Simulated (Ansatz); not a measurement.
# Ba2Tl5V3O12 (P1) in Ansatz: elastic constants with PBE

Aim: the elastic constants of Ba2Tl5V3O12 with PBE.

Everything below comes from runs of Ansatz 0.2.0. Logs are shortened: lines on timing, memory, paths and dates and some standing lists are left out, and cuts for length are marked.

### Step 1. The crystal as given

The typed cell holds 22 atoms: a = 6.061 Å, b = 6.112 Å, c = 14.126 Å, α = 95.24°, β = 99.31°, γ = 113.97°.

The cell was built by a generator and needn't be a form met in nature.

### Step 2. Elastic constants, PBE, collinear spin, ferromagnetic start

Contents of input.yaml:

```yaml
crystal:
  lattice:
    - [6.06147, 0.0, 0.0]
    - [-2.48324, 5.5845, 0.0]
    - [-2.28447, -2.42817, 13.72687]
  atoms:
    - { symbol: Ba, position: [0.88251, 0.01561, 0.4732] }
    - { symbol: Ba, position: [0.57886, 0.79688, 0.88922] }
    - { symbol: V, position: [0.26936, 0.1058, 0.98468], spin: 2.0 }
    - { symbol: V, position: [0.11629, 0.5582, 0.33914], spin: 2.0 }
    - { symbol: V, position: [0.60807, 0.30696, 0.66552], spin: 2.0 }
    - { symbol: Tl, position: [0.48361, 0.28991, 0.38373] }
    - { symbol: Tl, position: [0.08311, 0.07485, 0.74869] }
    - { symbol: Tl, position: [0.77279, 0.89398, 0.17719] }
    - { symbol: Tl, position: [0.29791, 0.66599, 0.60107] }
    - { symbol: Tl, position: [0.97201, 0.46636, 0.0474] }
    - { symbol: O, position: [0.02458, 0.05647, 0.04354] }
    - { symbol: O, position: [0.16369, 0.86975, 0.88754] }
    - { symbol: O, position: [0.33585, 0.37289, 0.93818] }
    - { symbol: O, position: [0.53308, 0.10242, 0.04892] }
    - { symbol: O, position: [0.42674, 0.67762, 0.40063] }
    - { symbol: O, position: [0.95197, 0.64202, 0.41211] }
    - { symbol: O, position: [0.00696, 0.24041, 0.32565] }
    - { symbol: O, position: [0.08373, 0.64865, 0.23032] }
    - { symbol: O, position: [0.8589, 0.33214, 0.61652] }
    - { symbol: O, position: [0.63673, 0.58163, 0.7239] }
    - { symbol: O, position: [0.56343, 0.0992, 0.74423] }
    - { symbol: O, position: [0.34984, 0.20226, 0.56862] }
hamiltonian:
  xc: pbe
  pseudopotentials: { kind: paw }
magnetization:
  spin_polarized: true
kpoints:
  mp_grid: { grid: [3, 3, 2] }
scf:
  occupations: { method: gaussian, width: 0.01 }
output:
  forces: true
  stress: true
elastic:
  mode: relaxed_ion
  stencil: two_point
```

Potentials or basis: Ansatz PAW.

Launch:

```console
ansatz run input.yaml --threads 8 --pin off --max-ram 20480MiB --backend cpu --events-out ev --progress --plain --runs-dir out
```

Log:

```text
Warning: RAYON_NUM_THREADS=8 ignored (pool sized by the plan → 8); use --threads N
Engine: ansatz 0.2.0, x86_64-unknown-linux-gnu
Pseudopotentials: kind: paw
Pseudopotential: Ba, paw, valence charge 10, recommended cutoff 420 eV (normal), Ba.paw.azcp
Pseudopotential: V, paw, valence charge 13, recommended cutoff 420 eV (normal), V.paw.azcp
Pseudopotential: Tl, paw, valence charge 13, recommended cutoff 420 eV (normal), Tl.paw.azcp
Pseudopotential: O, paw, valence charge 6, recommended cutoff 420 eV (normal), O.paw.azcp
Functional definition: PBE
  parameter kappa = 0.804
  parameter beta = 0.06672455060314922
  exchange = pbe_x(kappa = kappa, mu = beta*pi^2/3)
  correlation = pbe_c(beta = beta)
Crystal: 22 atoms, lattice volume = 464.658 Å³
Basis set: ecut = 420 eV, 9063 PW (Γ), exchange–correlation on 90×90×192 points (8 copies of the dense FFT grid, shifted against one another)
Bands: 123, of which v1, the nominal top of the filled ones, is band 98 counted from 1 (97 counted from 0)
Symmetry: 1 space group operations
Space group: P1 (ITA 1), of the structure as read, at distance tolerance 7.7e-5 Å
Magnetic group: BNS 1.1 (UNI 1), of the structure as read, at distance tolerance 7.7e-5 Å
k-points: 10 of 18 (time reversal used)
Non-local potential: Ba, projectors of the file, l = 0: 3, l = 1: 2, l = 2: 2, l = 3: 2
Non-local potential: V, projectors of the file, l = 0: 3, l = 1: 2, l = 2: 3, l = 3: 1
Non-local potential: Tl, projectors of the file, l = 0: 2, l = 1: 2, l = 2: 2, l = 3: 1
Non-local potential: O, projectors of the file, l = 0: 2, l = 1: 2, l = 2: 1
PAW form: soft (Blöchl's): semilocal exchange-correlation on the pseudo side does not see the compensation charge
PAW one-centre angular grid: Ba, 194 points (default); XC on 64 Gauss nodes
PAW one-centre angular grid: V, 590 points (default); XC on 64 Gauss nodes
PAW one-centre angular grid: Tl, 590 points (default); XC on 64 Gauss nodes
PAW one-centre angular grid: O, 110 points (default); XC on 64 Gauss nodes
Initial density: superposition of atomic densities (chi_scale 0.1, normalization cell, long waves kept (reshape's long-wave potential 0.28 eV rms))
Starting moments: Σ|m| = 6 μB on 3 of 22 sites
Initial wavefunctions: pseudopotential atomic-orbital guess
Functional: x = pbe(κ = 0.804, μ = 0.2195149727645171), c = pbe(β = 0.06672455060314922)
SCF 1 converged in 17 iterations: F = -84681.103867 eV  dr2 = 2.22e-8
Bands: 120, of which v1, the nominal top of the filled ones, is band 98 counted from 1 (97 counted from 0)
Initial density: read from a saved state, or passed on in memory by an earlier SCF of this step, an earlier step, the calling program or the single point that the run made first
Stability of the state it starts from, as read at its close in the collinear treatment: not read negative (Ritz values of 1 − χ₀K, real part plus size of imaginary part, from 0.94 to 0.97, by its mixing steps under no symmetry); its run was given moments
iter 1 solved again at ethr=1.00e-7 eV; its pass at ethr=3.10e-3 eV (dr2=1.96e-4 eV) is discarded
SCF iter   1: F=—  HF=-84681.103903 eV  |F-HF|=—  |Δ(HF+E_count)|=         —  Δρ=1.07e-6 (↑1.07e-6 ↓1.07e-6)  dr2=2.78e-8  dr2_m=0.00e0  M=0.000 μB ∫|m|=0.000 μB  β_m=0.30  ethr=1.00e-7  ⟨swp⟩=3.5  Hψ=8367  notcnv=0
[... 3711 lines left out ...]
  k-point 9 ↓: bands = ["-58.8854", "-58.7625", "-58.7386", "-32.8499", "-32.8433", "-32.8066", "-32.7339", "-32.7259", "-32.6910", "-32.6794", "-32.6742", "-32.6642", "-20.7569", "-20.6704", "-11.7617", "-11.6148", "-11.4831", "-11.4620", "-11.3456", "-11.2323", "-11.1534", "-11.1167", "-11.0373", "-11.0185", "-10.9970", "-10.9493", "-5.9887", "-5.9529", "-5.9251", "-5.8672", "-5.8397", "-5.7683", "-4.7929", "-4.7764", "-4.7496", "-4.7291", "-4.7142", "-4.6906", "-4.6779", "-4.6357", "-4.5939", "-4.5860", "-4.5795", "-4.5692", "-4.5641", "-4.5580", "-4.5538", "-4.5490", "-4.5444", "-4.5181", "-4.5081", "-4.4919", "-4.4678", "-4.4471", "-4.4340", "-4.4030", "-4.3907", "-0.0402", "0.0856", "0.2049", "0.3332", "0.5513", "1.6175", "1.6797", "1.7232", "1.7806", "1.8132", "1.8920", "1.9352", "1.9748", "2.0321", "2.1402", "2.2622", "2.3369", "2.5630", "2.5891", "2.6519", "2.7749", "2.8146", "2.8895", "2.9722", "3.1436", "3.1830", "3.2699", "3.3950", "3.4755", "3.6602", "3.6886", "3.7744", "3.9207", "3.9723", "4.0669", "4.1089", "4.1866", "4.2531", "4.3515", "4.6471", "4.6614", "7.9016", "8.0832", "8.1388", "8.2281", "8.3041", "8.4684", "8.5329", "8.8238", "8.9813", "9.0508", "9.1650", "9.2830", "9.3710", "9.4456", "9.5678", "9.6413", "9.7277", "9.7893", "9.9220", "10.0059", "10.1313", "10.2368"]
--- Elastic constants: 6 strain directions × 2 members + reference (group order 1) ---
  dense FFT box of the reference and of every strained cell: 45×45×96
  strains applied: 11, 22, 33, 23, 13, 12; error gains: componentwise 1.00 (the most a stress slope's error grows in a printed constant), spectral 1.00 (1 for all six strains in a standard setting)
  reference relaxed by the batch: 16 steps; max|allowed force component| 6.26e-3 eV/Å at the deck's positions, 3.14e-5 at the last accepted step, 3.14e-5 by the solve of record
  largest displacement 1.5e-2 Å; the constants are those of the deck's cell at these positions:
  atoms:
    - { symbol: Ba, position: [0.882263620413809, 0.015272702057156473, 0.47322702226321506] }
    - { symbol: Ba, position: [0.5791380795498859, 0.7972154165683798, 0.8891049742362632] }
    - { symbol: V, position: [0.2695253619608863, 0.1058737076163061, 0.9845854194040647] }
    - { symbol: V, position: [0.11618488237994151, 0.5579237725363586, 0.3391409552179716] }
    - { symbol: V, position: [0.6077575330367602, 0.30662671003316433, 0.6655150628631916] }
    - { symbol: Tl, position: [0.48348933696659757, 0.28953720218194123, 0.38390132714215147] }
    - { symbol: Tl, position: [0.08364564709615885, 0.07740057524915625, 0.7490983476944565] }
    - { symbol: Tl, position: [0.7733499118612315, 0.8939200405937695, 0.1771565255677727] }
    - { symbol: Tl, position: [0.2976362304963305, 0.666502940145652, 0.6011738316282755] }
    - { symbol: Tl, position: [0.9727178909881495, 0.4666131177475189, 0.047324418199618336] }
    - { symbol: O, position: [0.025335634556077603, 0.05693090111972392, 0.04375343662059869] }
    - { symbol: O, position: [0.16323969205257016, 0.8697669311051885, 0.887480073921312] }
    - { symbol: O, position: [0.3355603062856769, 0.37282296465784265, 0.9379301532460929] }
    - { symbol: O, position: [0.5335592691482923, 0.10256264446149257, 0.04858196958427412] }
    - { symbol: O, position: [0.42665571980646916, 0.6773916074849302, 0.40063129494770494] }
    - { symbol: O, position: [0.95182152785355, 0.6417568456196621, 0.4120759595599554] }
    - { symbol: O, position: [0.00681575093328482, 0.24013051479990638, 0.3257168460665359] }
    - { symbol: O, position: [0.08363881889311858, 0.6482661198743581, 0.23029235725776326] }
    - { symbol: O, position: [0.8585767153119177, 0.33230840038479814, 0.6164201767650818] }
    - { symbol: O, position: [0.6358213782303289, 0.5810096137325573, 0.7238506771964897] }
    - { symbol: O, position: [0.563996197385839, 0.09904680705185248, 0.7443305160177881] }
    - { symbol: O, position: [0.3492904947931234, 0.20112046497828417, 0.5687086545994223] }
  C = ∂σ_k/∂η_j (tension-positive GPa; Voigt order 11 22 33 23 13 12):
        32.984     15.486     12.357     -1.410      4.154     -7.400
        15.510     24.556     11.518     -0.312      2.727     -5.252
        12.362     11.532     25.349      1.104      0.660     -0.813
        -1.448     -0.361      1.116      6.682     -0.141     -1.080
         4.107      2.707      0.590     -0.166      5.255      1.126
        -7.364     -5.234     -0.786     -1.079      1.139     11.435
  reference stress σ⁰ (GPa):     -0.007     -0.008      0.003     -0.001      0.023     -0.017
  C* (energy form; C + prestress term) asymmetry max|C*_kj − C*_jk| = 4.977e-2 GPa — a small one proves nothing (zero by symmetry where the batch's group is 432, −43m or m−3m); a large one is finite-difference/SCF noise where every solve meets its electron count
  moduli (Voigt/Reuss/Hill, GPa): K = 17.96/14.20/16.08   G = 7.57/5.74/6.66   E = 17.55   ν = 0.318
  mechanically stable: yes (min eigenvalue of sym C = 3.21 GPa)
  strain η (Voigt 11):  stress-route row diagonal C_11 = 32.98 GPa, energy-path curvature d²(F+E_count+ΔE)/dδ²/Ω₀ = 33.35 GPa
         δ    σ_11 (GPa)             F (eV)   n_scf  n_hpsi   n_pw
    -2.000e-3      -0.0736      -84681.1037628       2    9117   9087   relax 16 steps, max|allowed force component| 1.72e-5 eV/Å
     2.000e-3       0.0583      -84681.1038098       2    9217   9122   relax 16 steps, max|allowed force component| 4.58e-5 eV/Å
  strain η (Voigt 22):  stress-route row diagonal C_22 = 24.56 GPa, energy-path curvature d²(F+E_count+ΔE)/dδ²/Ω₀ = 24.99 GPa
         δ    σ_22 (GPa)             F (eV)   n_scf  n_hpsi   n_pw
    -2.000e-3      -0.0580      -84681.1036562       2    9236   9089   relax 18 steps, max|allowed force component| 1.57e-5 eV/Å
     2.000e-3       0.0402      -84681.1037980       2    9212   9122   relax 17 steps, max|allowed force component| 2.96e-5 eV/Å
  strain η (Voigt 33):  stress-route row diagonal C_33 = 25.35 GPa, energy-path curvature d²(F+E_count+ΔE)/dδ²/Ω₀ = 24.98 GPa
         δ    σ_33 (GPa)             F (eV)   n_scf  n_hpsi   n_pw
    -2.000e-3      -0.0479      -84681.1035634       2    9106   9079   relax 15 steps, max|allowed force component| 3.60e-5 eV/Å
     2.000e-3       0.0535      -84681.1037720       2    9114   9119   relax 13 steps, max|allowed force component| 4.19e-5 eV/Å
  strain η (Voigt 23):  stress-route row diagonal C_44 = 6.68 GPa, energy-path curvature d²(F+E_count+ΔE)/dδ²/Ω₀ = 6.67 GPa
         δ    σ_23 (GPa)             F (eV)   n_scf  n_hpsi   n_pw
    -2.000e-3      -0.0142      -84681.1036799       2    9130   9100   relax 17 steps, max|allowed force component| 2.92e-5 eV/Å
     2.000e-3       0.0125      -84681.1039683       2    9131   9105   relax 14 steps, max|allowed force component| 4.30e-5 eV/Å
  strain η (Voigt 13):  stress-route row diagonal C_55 = 5.25 GPa, energy-path curvature d²(F+E_count+ΔE)/dδ²/Ω₀ = 5.21 GPa
         δ    σ_13 (GPa)             F (eV)   n_scf  n_hpsi   n_pw
    -2.000e-3       0.0129      -84681.1039177       2    9116   9104   relax 14 steps, max|allowed force component| 3.03e-5 eV/Å
     2.000e-3       0.0339      -84681.1036911       2    9129   9095   relax 14 steps, max|allowed force component| 3.05e-5 eV/Å
  strain η (Voigt 12):  stress-route row diagonal C_66 = 11.44 GPa, energy-path curvature d²(F+E_count+ΔE)/dδ²/Ω₀ = 11.41 GPa
         δ    σ_12 (GPa)             F (eV)   n_scf  n_hpsi   n_pw
    -2.000e-3      -0.0400      -84681.1036880       2    9162   9102   relax 13 steps, max|allowed force component| 4.87e-5 eV/Å
     2.000e-3       0.0057      -84681.1038696       2    9161   9102   relax 15 steps, max|allowed force component| 4.41e-5 eV/Å
```

Run time: 22 min. Hardware: 8 threads of Intel Xeon 6975P-C (Granite Rapids), shared host; peak memory 3.1 GiB.

What came out:

```
Free energy            : -84681.1039 eV
Pressure               : 0.0 GPa
Band gap on the k mesh : 3.08 eV, indirect (least direct gap 3.11 eV)
Net moment             : 0.00 μB per cell
Absolute moment        : 0.00 μB per cell
Voigt bulk modulus     : 18 GPa
```

Levels at points of the mesh, in eV from the valence-band top:
Spin up:
```tsv
k point	band 95	band 96	band 97	band 98	band 99	band 100	band 101	band 102
(0.00, 0.00, 0.00)	-0.48	-0.33	-0.18	-0.08	3.15	3.32	3.44	3.59
(0.00, 0.00, -0.50)	-0.51	-0.32	-0.16	-0.10	3.16	3.30	3.44	3.57
```
Spin down:
| k point | band 95 | band 96 | band 97 | band 98 | band 99 | band 100 | band 101 | band 102 |
| --- | --- | --- | --- | --- | --- | --- | --- | --- |
| (0.00, 0.00, 0.00) | -0.48 | -0.33 | -0.18 | -0.08 | 3.15 | 3.32 | 3.44 | 3.59 |
| (0.00, 0.00, -0.50) | -0.51 | -0.32 | -0.16 | -0.10 | 3.16 | 3.30 | 3.44 | 3.57 |

Elastic tensor in Voigt notation (GPa, in the Cartesian axes of the cell as first typed):
```
33 15 12 -1  4 -7
16 25 12  0  3 -5
12 12 25  1  1 -1
-1  0  1  7  0 -1
 4  3  1  0  5  1
-7 -5 -1 -1  1 11
```

Caveat: odd divisions of the mesh miss points on the zone boundary, where band edges often lie, so the gap on the mesh can be too wide; the pressure holds a Pulay correction of +0.3 GPa for the finite cutoff; spin-orbit coupling is left out, which as a rule narrows the gap of such compounds by several tenths of an eV. A k mesh can miss the band edges.
